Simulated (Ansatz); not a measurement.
# Al2GaP3: the cost of one run

Computed with Ansatz 0.2.0 (DFT PBE, scalar-relativistic, plane waves, PAW, unless a step's input says otherwise).

### Step 1. Starting point

It takes space group P3m1 (No. 156, trigonal). Conventional cell: a = 3.894 Å, b = 3.894 Å, c = 9.539 Å, α = 90.00°, β = 90.00°, γ = 120.00°. Al (site symmetry 3m) has 4 P at 2.38 to 2.39 Å as nearest neighbours. Al (site symmetry 3m) is surrounded by 4 P at 2.38 Å. Ga (site symmetry 3m) is surrounded by 4 P at 2.39 Å. P (site symmetry 3m) has 4 Al at 2.38 to 2.39 Å as nearest neighbours. P (site symmetry 3m) is surrounded by 1 Al at 2.38 Å and 3 Ga at 2.39 Å. P (site symmetry 3m) is surrounded by 3 Al at 2.38 Å and 1 Ga at 2.39 Å.

Structure file:

```
CELL_PARAMETERS angstrom
3.89397 0.00000 0.00000
-1.94699 3.37228 0.00000
0.00000 0.00000 9.53928
ATOMIC_POSITIONS crystal
Al 0.00000 0.00000 0.00013
Al 0.33333 0.66667 0.66679
Ga 0.66667 0.33333 0.33316
P 0.00000 0.00000 0.74991
P 0.33333 0.66667 0.41723
P 0.66667 0.33333 0.08279
```

The cell was relaxed beforehand at this level, starting from a generated guess, and another structure or a mixture of phases may lie lower. At a tolerance of 0.02 Å it has space group P3m1 (No. 156); it has 20.88 Å³/atom, an uncorrected energy of -0.56 eV/atom over the elements and, on its mesh, gap 1.61 eV.

### Step 2. Dielectric function, independent particles

Input file input.yaml:

```yaml
crystal:
  lattice:
    - [3.8939731197, 0.0, 0.0]
    - [-1.9469865599, 3.3722796434, 0.0]
    - [0.0, 0.0, 9.5392826973]
  atoms:
    - { symbol: Al, position: [0.0, 0.0, 0.0001264057] }
    - { symbol: Al, position: [0.3333333333, 0.6666666667, 0.6667880583] }
    - { symbol: Ga, position: [0.6666666667, 0.3333333333, 0.3331589793] }
    - { symbol: P, position: [0.0, 0.0, 0.7499066543] }
    - { symbol: P, position: [0.3333333333, 0.6666666667, 0.4172270516] }
    - { symbol: P, position: [0.6666666667, 0.3333333333, 0.0827928509] }
basis:
  ecutwfc: 420
kpoints:
  mp_grid: { grid: [12, 12, 4] }
hamiltonian:
  xc: pbe
scf:
  occupations: { method: gaussian, width: 0.02 }
  n_extra_bands: 24
output:
  forces: false
  stress: false
  eigenvalues: true
  optics: { e_range: [0, 14], sigma: 0.1, nscf_kmesh: { grid: [18, 18, 6] } }
checkpoint:
  read: start.run
  write: ck
  compress: false
  write_wavefunctions: false
  write_every: 100000
```

Started as:

```bash
> ansatz run input.yaml --threads 1 --pin off --max-ram 2560MiB --backend cpu --events-out ev --progress --plain --runs-dir out
```

**Question.** How long does this run take on 1 thread of Intel Xeon 6975P-C (Granite Rapids), shared host, and how much memory does it need?

About 4.8 min, with a peak of 1.5 GiB.
